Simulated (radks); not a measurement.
# A spherical quantum dot from 8 to 13 electrons

Aim: add electrons one at a time to a hard-walled sphere of radius 1.37 bohr*, try the lowest free levels for each, keep the configuration of least energy, and see where shells close.

Program: radks, version 2. Model: non-relativistic spin-polarised Kohn-Sham, LDA (Slater exchange, Perdew-Wang correlation), spherically averaged shells. All values are calculated.

## 1. The system

| Item | Value |
| --- | --- |
| well | a hard-walled sphere of radius 1.37 bohr* |
| functional | LDA (Slater exchange, Perdew-Wang correlation) |
| levels | named by radial order: 1s, 1p, 1d, 2s, 1f and so on |
| units | effective atomic units, hartree* and bohr* |
| configuration carried in | 1s2 1p(up 3, down 2) (N = 7, energy 53.922966) |

## 2. Electron number 8

Next run: add 1p down. Settings of this run:

```ini
kind = hard wall
xc = PW
radius = 1.37  # bohr
z = 0  # e
electrons = 8
background = 0  # e
configuration = 1s2 1p6
```

Command:

```bash
$ python run_model.py task.json out
```

task.json names the series; the program runs every candidate in turn, and a move starts from the lowest state found so far. In the records, mag is the spin moment and err the last SCF error; their hartree and bohr are effective units.

From the run's result record (rounded, not every field):

```text
status: converged
energy_total [hartree]: 66.4236618
energy_kinetic [hartree]: 38.27147
energy_external [hartree]: 0.0
energy_hartree [hartree]: 35.01399
energy_xc [hartree]: -6.861802
energy_background [hartree]: 0.0
orbitals [level, occupation, hartree, mean radius in bohr]:
  - ["1s up", 1, 10.6929, 0.747865]
  - ["1p up", 3, 12.9819, 0.84738]
  - ["1s down", 1, 10.6929, 0.747865]
  - ["1p down", 3, 12.9819, 0.84738]
r2_mean [bohr^2]: 0.7263669
mag [bohr magneton]: 0
err: 5.8e-12
alpha [bohr^3]: 0.4548972
```

Next run: add 1d up. Changed: configuration = 1s2 1p(up 3, down 2) 1d(up 1, down 0).

Result:

```text
status: converged
energy_total [hartree]: 69.5133462
energy_kinetic [hartree]: 41.6845
energy_external [hartree]: 0.0
energy_hartree [hartree]: 34.73047
energy_xc [hartree]: -6.901622
energy_background [hartree]: 0.0
orbitals [level, occupation, hartree, mean radius in bohr]:
  - ["1s up", 1, 10.5875, 0.747207]
  - ["1p up", 3, 12.8807, 0.846836]
  - ["1d up", 1, 16.0477, 0.910306]
  - ["1s down", 1, 10.7261, 0.745406]
  - ["1p down", 2, 13.0316, 0.846459]
r2_mean [bohr^2]: 0.7377909
mag [bohr magneton]: 2
err: 8.9e-10
```

Next run: add 1d down. Changed: configuration = 1s2 1p(up 3, down 2) 1d(up 0, down 1).

Result:

```text
status: converged
energy_total [hartree]: 69.5875151
energy_kinetic [hartree]: 41.68541
energy_external [hartree]: 0.0
energy_hartree [hartree]: 34.72929
energy_xc [hartree]: -6.827193
energy_background [hartree]: 0.0
orbitals [level, occupation, hartree, mean radius in bohr]:
  - ["1s up", 1, 10.6462, 0.745782]
  - ["1p up", 3, 12.9491, 0.846304]
  - ["1s down", 1, 10.6566, 0.747102]
  - ["1p down", 2, 12.9507, 0.847091]
  - ["1d down", 1, 16.1157, 0.910595]
r2_mean [bohr^2]: 0.737841
mag [bohr magneton]: 0
err: 1.3e-09
```

| candidate | configuration | above the lowest (hartree*) |
| --- | --- | --- |
| add 1p down | 1s2 1p6 | lowest |
| add 1d up | 1s2 1p(up 3, down 2) 1d(up 1, down 0) | 3.09 |
| add 1d down | 1s2 1p(up 3, down 2) 1d(up 0, down 1) | 3.16 |

The series goes on from 1s2 1p6.

## 3. Electron number 9

Next run: add 1d up. Settings of this run:

```ini
kind = hard wall
xc = PW
radius = 1.37  # bohr
z = 0  # e
electrons = 9
background = 0  # e
configuration = 1s2 1p6 1d(up 1, down 0)
```

From the run's result record (rounded, not every field):

```text
status: converged
energy_total [hartree]: 83.0225356
energy_kinetic [hartree]: 47.32042
energy_external [hartree]: 0.0
energy_hartree [hartree]: 43.66463
energy_xc [hartree]: -7.962506
energy_background [hartree]: 0.0
orbitals [level, occupation, hartree, mean radius in bohr]:
  - ["1s up", 1, 11.6683, 0.753565]
  - ["1p up", 3, 13.9202, 0.850928]
  - ["1d up", 1, 17.0549, 0.913154]
  - ["1s down", 1, 11.7274, 0.752165]
  - ["1p down", 3, 13.9885, 0.850408]
r2_mean [bohr^2]: 0.7474028
mag [bohr magneton]: 1
err: 1.8e-09
```

Next run: add 2s up. Changed: configuration = 1s2 1p6 2s(up 1, down 0).

Result:

```text
status: converged
energy_total [hartree]: 85.6080241
energy_kinetic [hartree]: 49.0381
energy_external [hartree]: 0.0
energy_hartree [hartree]: 44.57671
energy_xc [hartree]: -8.006785
energy_background [hartree]: 0.0
orbitals [level, occupation, hartree, mean radius in bohr]:
  - ["1s up", 1, 11.7944, 0.758566]
  - ["1p up", 3, 14.0139, 0.853728]
  - ["2s up", 1, 19.7624, 0.658797]
  - ["1s down", 1, 11.876, 0.763802]
  - ["1p down", 3, 14.0613, 0.854713]
r2_mean [bohr^2]: 0.7199477
mag [bohr magneton]: 1
err: 1.3e-11
```

| candidate | configuration | above the lowest (hartree*) |
| --- | --- | --- |
| add 1d up | 1s2 1p6 1d(up 1, down 0) | lowest |
| add 2s up | 1s2 1p6 2s(up 1, down 0) | 2.59 |

Kept: 1s2 1p6 1d(up 1, down 0).

From the same record, its empty bound levels (hartree) and its density (bohr, e/bohr³):

```text
empty: [["2s up", 19.614], ["1f up", 20.97], ["2p up", 24.823], ["1d down", 17.127], ["2s down", 19.653], ["1f down", 21.044], ["2p down", 24.869]]
r: [0.03458, 0.103, 0.1714, 0.2398, 0.3082, 0.3766, 0.4451, 0.5135, 0.5819, 0.6503, 0.7187, 0.7871, 0.8555, 0.9239, 0.9924, 1.061, 1.129, 1.198, 1.266, 1.334]
n: [0.7046, 0.7529, 0.8465, 0.9796, 1.144, 1.326, 1.513, 1.685, 1.822, 1.905, 1.916, 1.843, 1.684, 1.447, 1.153, 0.8331, 0.5299, 0.2731, 0.09755, 0.01114]
```

## 4. 10 electrons

Next run: add 1d up. Settings of this run:

```ini
kind = hard wall
xc = PW
radius = 1.37  # bohr
z = 0  # e
electrons = 10
background = 0  # e
configuration = 1s2 1p6 1d(up 2, down 0)
```

From the run's result record (rounded, not every field):

```text
status: converged
energy_total [hartree]: 100.536188
energy_kinetic [hartree]: 56.39928
energy_external [hartree]: 0.0
energy_hartree [hartree]: 53.27372
energy_xc [hartree]: -9.136817
energy_background [hartree]: 0.0
orbitals [level, occupation, hartree, mean radius in bohr]:
  - ["1s up", 1, 12.6471, 0.758906]
  - ["1p up", 3, 14.8647, 0.854272]
  - ["1d up", 2, 17.9734, 0.915449]
  - ["1s down", 1, 12.7585, 0.756389]
  - ["1p down", 3, 14.9926, 0.853368]
r2_mean [bohr^2]: 0.7648577
mag [bohr magneton]: 2
err: 9.8e-10
```

Next run: add 1d down. Changed: configuration = 1s2 1p6 1d(up 1, down 1).

Result:

```text
status: converged
energy_total [hartree]: 100.603403
energy_kinetic [hartree]: 56.40076
energy_external [hartree]: 0.0
energy_hartree [hartree]: 53.27185
energy_xc [hartree]: -9.069201
energy_background [hartree]: 0.0
orbitals [level, occupation, hartree, mean radius in bohr]:
  - ["1s up", 1, 12.6991, 0.757768]
  - ["1p up", 3, 14.9241, 0.853878]
  - ["1d up", 1, 18.036, 0.915332]
  - ["1s down", 1, 12.6991, 0.757768]
  - ["1p down", 3, 14.9241, 0.853878]
  - ["1d down", 1, 18.036, 0.915332]
r2_mean [bohr^2]: 0.7649122
mag [bohr magneton]: 0
err: 8.9e-12
```

Next run: add 2s up. Changed: configuration = 1s2 1p6 1d(up 1, down 0) 2s(up 1, down 0).

Result:

```text
status: converged
energy_total [hartree]: 103.191271
energy_kinetic [hartree]: 58.11676
energy_external [hartree]: 0.0
energy_hartree [hartree]: 54.22194
energy_xc [hartree]: -9.147431
energy_background [hartree]: 0.0
orbitals [level, occupation, hartree, mean radius in bohr]:
  - ["1s up", 1, 12.7692, 0.764031]
  - ["1p up", 3, 14.9543, 0.857086]
  - ["1d up", 1, 18.0411, 0.917143]
  - ["2s up", 1, 20.7495, 0.656802]
  - ["1s down", 1, 12.9058, 0.768033]
  - ["1p down", 3, 15.065, 0.857671]
r2_mean [bohr^2]: 0.7397715
mag [bohr magneton]: 2
err: 1.5e-11
```

Next run: move 1d up to 1d down: the same state as a run above.

| candidate | configuration | above the lowest (hartree*) |
| --- | --- | --- |
| add 1d up | 1s2 1p6 1d(up 2, down 0) | lowest |
| add 1d down | 1s2 1p6 1d(up 1, down 1) | 0.0672 |
| add 2s up | 1s2 1p6 1d(up 1, down 0) 2s(up 1, down 0) | 2.66 |
| move 1d up to 1d down | 1s2 1p6 1d(up 1, down 1) | 0.0672 |

Lowest: 1s2 1p6 1d(up 2, down 0).

## 5. Electron number 11

Next run: add 1d up. Settings of this run:

```ini
kind = hard wall
xc = PW
radius = 1.37  # bohr
z = 0  # e
electrons = 11
background = 0  # e
configuration = 1s2 1p6 1d(up 3, down 0)
```

From the run's result record (rounded, not every field):

```text
status: converged
energy_total [hartree]: 118.971084
energy_kinetic [hartree]: 65.50996
energy_external [hartree]: 0.0
energy_hartree [hartree]: 63.83649
energy_xc [hartree]: -10.37537
energy_background [hartree]: 0.0
orbitals [level, occupation, hartree, mean radius in bohr]:
  - ["1s up", 1, 13.6273, 0.763984]
  - ["1p up", 3, 15.813, 0.857467]
  - ["1d up", 3, 18.897, 0.917659]
  - ["1s down", 1, 13.786, 0.760542]
  - ["1p down", 3, 15.9939, 0.856264]
r2_mean [bohr^2]: 0.7797077
mag [bohr magneton]: 3
err: 1.5e-09
```

Next run: add 1d down. Changed: configuration = 1s2 1p6 1d(up 2, down 1).

Result:

```text
status: converged
energy_total [hartree]: 119.097132
energy_kinetic [hartree]: 65.51265
energy_external [hartree]: 0.0
energy_hartree [hartree]: 63.83311
energy_xc [hartree]: -10.24864
energy_background [hartree]: 0.0
orbitals [level, occupation, hartree, mean radius in bohr]:
  - ["1s up", 1, 13.6741, 0.763022]
  - ["1p up", 3, 15.8659, 0.857152]
  - ["1d up", 2, 18.9525, 0.917576]
  - ["1s down", 1, 13.7263, 0.761904]
  - ["1p down", 3, 15.9254, 0.856766]
  - ["1d down", 1, 19.0151, 0.917461]
r2_mean [bohr^2]: 0.7797921
mag [bohr magneton]: 1
err: 1.8e-09
```

Next run: add 2s up. Changed: configuration = 1s2 1p6 1d(up 2, down 0) 2s(up 1, down 0).

Result:

```text
status: converged
energy_total [hartree]: 121.692215
energy_kinetic [hartree]: 67.22737
energy_external [hartree]: 0.0
energy_hartree [hartree]: 64.82073
energy_xc [hartree]: -10.35589
energy_background [hartree]: 0.0
orbitals [level, occupation, hartree, mean radius in bohr]:
  - ["1s up", 1, 13.7464, 0.769202]
  - ["1p up", 3, 15.8994, 0.86029]
  - ["1d up", 2, 18.9616, 0.919333]
  - ["2s up", 1, 21.7387, 0.654957]
  - ["1s down", 1, 13.932, 0.77218]
  - ["1p down", 3, 16.066, 0.860561]
r2_mean [bohr^2]: 0.7565762
mag [bohr magneton]: 3
err: 1.7e-11
```

Next run: move 1d up to 1d down: the same state as a run above.

| candidate | configuration | above the lowest (hartree*) |
| --- | --- | --- |
| add 1d up | 1s2 1p6 1d(up 3, down 0) | lowest |
| add 1d down | 1s2 1p6 1d(up 2, down 1) | 0.126 |
| add 2s up | 1s2 1p6 1d(up 2, down 0) 2s(up 1, down 0) | 2.72 |
| move 1d up to 1d down | 1s2 1p6 1d(up 2, down 1) | 0.126 |

Lowest: 1s2 1p6 1d(up 3, down 0).

## 6. 12 electrons

Next run: add 1d up. Settings of this run:

```ini
kind = hard wall
xc = PW
radius = 1.37  # bohr
z = 0  # e
electrons = 12
background = 0  # e
configuration = 1s2 1p6 1d(up 4, down 0)
```

From the run's result record (rounded, not every field):

```text
status: converged
energy_total [hartree]: 138.331328
energy_kinetic [hartree]: 74.65412
energy_external [hartree]: 0.0
energy_hartree [hartree]: 75.34851
energy_xc [hartree]: -11.67131
energy_background [hartree]: 0.0
orbitals [level, occupation, hartree, mean radius in bohr]:
  - ["1s up", 1, 14.6078, 0.768852]
  - ["1p up", 3, 16.7634, 0.860543]
  - ["1d up", 4, 19.8239, 0.919799]
  - ["1s down", 1, 14.81, 0.764626]
  - ["1p down", 3, 16.9924, 0.8591]
r2_mean [bohr^2]: 0.7925979
mag [bohr magneton]: 4
err: 1.9e-09
```

Next run: add 1d down. Changed: configuration = 1s2 1p6 1d(up 3, down 1).

Result:

```text
status: converged
energy_total [hartree]: 138.51007
energy_kinetic [hartree]: 74.65789
energy_external [hartree]: 0.0
energy_hartree [hartree]: 75.34385
energy_xc [hartree]: -11.49167
energy_background [hartree]: 0.0
orbitals [level, occupation, hartree, mean radius in bohr]:
  - ["1s up", 1, 14.6505, 0.768018]
  - ["1p up", 3, 16.8114, 0.860281]
  - ["1d up", 3, 19.874, 0.919738]
  - ["1s down", 1, 14.7501, 0.765972]
  - ["1p down", 3, 16.924, 0.859594]
  - ["1d down", 1, 19.9921, 0.919545]
r2_mean [bohr^2]: 0.7926991
mag [bohr magneton]: 2
err: 1e-09
```

Next run: add 2s up. Changed: configuration = 1s2 1p6 1d(up 3, down 0) 2s(up 1, down 0).

Result:

```text
status: converged
energy_total [hartree]: 141.115823
energy_kinetic [hartree]: 76.3716
energy_external [hartree]: 0.0
energy_hartree [hartree]: 76.36867
energy_xc [hartree]: -11.62445
energy_background [hartree]: 0.0
orbitals [level, occupation, hartree, mean radius in bohr]:
  - ["1s up", 1, 14.7244, 0.774143]
  - ["1p up", 3, 16.8473, 0.863371]
  - ["1d up", 3, 19.8861, 0.921457]
  - ["2s up", 1, 22.7289, 0.653226]
  - ["1s down", 1, 14.9547, 0.77625]
  - ["1p down", 3, 17.0642, 0.863389]
r2_mean [bohr^2]: 0.7711077
mag [bohr magneton]: 4
err: 1.9e-11
```

Next run: move 1d up to 1d down: the same state as a run above.

| candidate | configuration | above the lowest (hartree*) |
| --- | --- | --- |
| add 1d up | 1s2 1p6 1d(up 4, down 0) | lowest |
| add 1d down | 1s2 1p6 1d(up 3, down 1) | 0.179 |
| add 2s up | 1s2 1p6 1d(up 3, down 0) 2s(up 1, down 0) | 2.78 |
| move 1d up to 1d down | 1s2 1p6 1d(up 3, down 1) | 0.179 |

Kept: 1s2 1p6 1d(up 4, down 0).

From the same record, its empty bound levels (hartree) and its density (bohr, e/bohr³):

```text
empty: [["2s up", 22.575], ["1f up", 23.679], ["2p up", 27.75], ["1d down", 20.064], ["2s down", 22.706], ["1f down", 23.924], ["2p down", 27.904]]
r: [0.03561, 0.104, 0.1723, 0.2407, 0.3091, 0.3774, 0.4458, 0.5141, 0.5825, 0.6509, 0.7192, 0.7876, 0.8559, 0.9243, 0.9927, 1.061, 1.129, 1.198, 1.266, 1.334]
n: [0.6322, 0.6778, 0.7683, 0.9041, 1.083, 1.3, 1.545, 1.801, 2.044, 2.244, 2.369, 2.388, 2.281, 2.042, 1.689, 1.264, 0.8262, 0.4353, 0.1578, 0.01817]
```

## 7. 13 electrons

Next run: add 1d up. Settings of this run:

```ini
kind = hard wall
xc = PW
radius = 1.37  # bohr
z = 0  # e
electrons = 13
background = 0  # e
configuration = 1s2 1p6 1d(up 5, down 0)
```

From the run's result record (rounded, not every field):

```text
status: converged
energy_total [hartree]: 158.619578
energy_kinetic [hartree]: 83.8333
energy_external [hartree]: 0.0
energy_hartree [hartree]: 87.80562
energy_xc [hartree]: -13.01935
energy_background [hartree]: 0.0
orbitals [level, occupation, hartree, mean radius in bohr]:
  - ["1s up", 1, 15.5879, 0.773544]
  - ["1p up", 3, 17.7149, 0.863519]
  - ["1d up", 5, 20.7529, 0.92188]
  - ["1s down", 1, 15.8304, 0.768645]
  - ["1p down", 3, 17.9882, 0.86188]
r2_mean [bohr^2]: 0.803973
mag [bohr magneton]: 5
err: 1.4e-09
```

Next run: add 1d down. Changed: configuration = 1s2 1p6 1d(up 4, down 1).

Result:

```text
status: converged
energy_total [hartree]: 158.846244
energy_kinetic [hartree]: 83.83802
energy_external [hartree]: 0.0
energy_hartree [hartree]: 87.79983
energy_xc [hartree]: -12.79161
energy_background [hartree]: 0.0
orbitals [level, occupation, hartree, mean radius in bohr]:
  - ["1s up", 1, 15.6274, 0.772809]
  - ["1p up", 3, 17.759, 0.863297]
  - ["1d up", 4, 20.7988, 0.921835]
  - ["1s down", 1, 15.7705, 0.769972]
  - ["1p down", 3, 17.9199, 0.862364]
  - ["1d down", 1, 20.967, 0.921585]
r2_mean [bohr^2]: 0.8040831
mag [bohr magneton]: 3
err: 1.3e-09
```

Next run: add 2s up. Changed: configuration = 1s2 1p6 1d(up 4, down 0) 2s(up 1, down 0).

Result:

```text
status: converged
energy_total [hartree]: 161.465317
energy_kinetic [hartree]: 85.55096
energy_external [hartree]: 0.0
energy_hartree [hartree]: 88.86159
energy_xc [hartree]: -12.94724
energy_background [hartree]: 0.0
orbitals [level, occupation, hartree, mean radius in bohr]:
  - ["1s up", 1, 15.7025, 0.778894]
  - ["1p up", 3, 17.7968, 0.866351]
  - ["1d up", 4, 20.8132, 0.923524]
  - ["2s up", 1, 23.7193, 0.651582]
  - ["1s down", 1, 15.9738, 0.780245]
  - ["1p down", 3, 18.0596, 0.866158]
r2_mean [bohr^2]: 0.7838809
mag [bohr magneton]: 5
err: 2.1e-11
```

Next run: move 1d up to 1d down: the same state as a run above.

| candidate | configuration | above the lowest (hartree*) |
| --- | --- | --- |
| add 1d up | 1s2 1p6 1d(up 5, down 0) | lowest |
| add 1d down | 1s2 1p6 1d(up 4, down 1) | 0.227 |
| add 2s up | 1s2 1p6 1d(up 4, down 0) 2s(up 1, down 0) | 2.85 |
| move 1d up to 1d down | 1s2 1p6 1d(up 4, down 1) | 0.227 |

Kept: 1s2 1p6 1d(up 5, down 0).

## 8. Collected

| N | configuration | unpaired | chemical potential (hartree*) | addition energy (hartree*) | rms radius (bohr*) |
| --- | --- | --- | --- | --- | --- |
| 8 | 1s2 1p6 | 0 | 12.50 | 4.10 | 0.852 |
| 9 | 1s2 1p6 1d(up 1, down 0) | 1 | 16.60 | 0.915 | 0.865 |
| 10 | 1s2 1p6 1d(up 2, down 0) | 2 | 17.51 | 0.921 | 0.875 |
| 11 | 1s2 1p6 1d(up 3, down 0) | 3 | 18.43 | 0.925 | 0.883 |
| 12 | 1s2 1p6 1d(up 4, down 0) | 4 | 19.36 | 0.928 | 0.890 |
| 13 | 1s2 1p6 1d(up 5, down 0) | 5 | 20.29 | - | 0.897 |

Chemical potential E(N) - E(N-1); addition energy E(N+1) + E(N-1) - 2E(N).

Density of N = 13:

r (bohr*), 1000 × density and a bar:
```
     0.04     610.72 #######
     0.14     694.51 ########
     0.24     881.25 ##########
     0.34    1172.90 ##############
     0.45    1554.10 ##################
     0.55    1976.30 #######################
     0.65    2349.30 ############################
     0.75    2553.50 ##############################
     0.86    2476.10 #############################
     0.96    2070.30 ########################
     1.06    1411.20 #################
     1.16     696.30 ########
     1.27     179.24 ##
     1.37       0.12
```

## 9. What came out

| quantity | value |
| --- | --- |
| closed shells at N | 8 |
| largest addition energy | 4.10 hartree* at N = 8 (of N = 8 to 12) |
| most unpaired electrons | 5 at N = 13 |
| polarisability at N = 8 | 0.4549 bohr*³ |
| configuration at N = 13 | 1s2 1p6 1d(up 5, down 0) |

What this shows: Shells close at N = 8, and the second difference peaks there. The largest moment in range is 5, first at N = 13: exchange favours parallel spins in open shells. The model keeps every shell spherical, so real clusters and dots, which can deform, may order levels otherwise.
